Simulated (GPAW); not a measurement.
Hf2Pd2Se2Br2O3:

```
CELL_PARAMETERS angstrom
7.58666 -1.70971 -1.17576
7.58666 1.70971 -1.17576
-2.02446 0.00000 13.05155
ATOMIC_POSITIONS crystal
Hf 0.94514 0.94514 0.06144
Hf 0.60628 0.60628 0.28309
Pd 0.17920 0.17920 0.50964
Pd 0.32286 0.32286 0.74307
Se 0.92232 0.92232 0.84566
Se 0.78991 0.78991 0.58800
Br 0.58645 0.58645 0.04520
Br 0.24604 0.24604 0.28651
O 0.59701 0.59701 0.42127
O 0.38554 0.38554 0.07302
O 0.03094 0.03094 0.22169
```

The cell was built by a generator and needn't be a form met in nature.

Base run:

```yaml
Program: GPAW 26.7.0
Functional: LDA
Potentials_or_basis: the program's PAW data sets (release 1.2.1) made for this functional
Cutoff: 800 eV
Basis: pw
k_mesh: 6 × 6 × 2
Occupations: fermi-dirac, width 0.05 eV
Spin: no spin polarisation
```

Its results: band gap on the k mesh 0.61 eV, indirect (least direct gap 0.62 eV); pressure -4.3 GPa; largest force 0.672 eV/Å.

Problem. The run is repeated on the same cell with these changes: functional from LDA to PBEsol; potentials or basis from the program's PAW data sets (release 1.2.1) made for this functional to PAW data sets generated in the run's folder for this functional. What comes out?

Solution. Band gap on the k mesh 0.63 eV, indirect (least direct gap 0.64 eV); pressure -2.1 GPa; largest force 0.342 eV/Å.

Caveats: spin-orbit coupling is left out, which moves the levels of the heavy elements.

Not every run made on this cell is shown here.
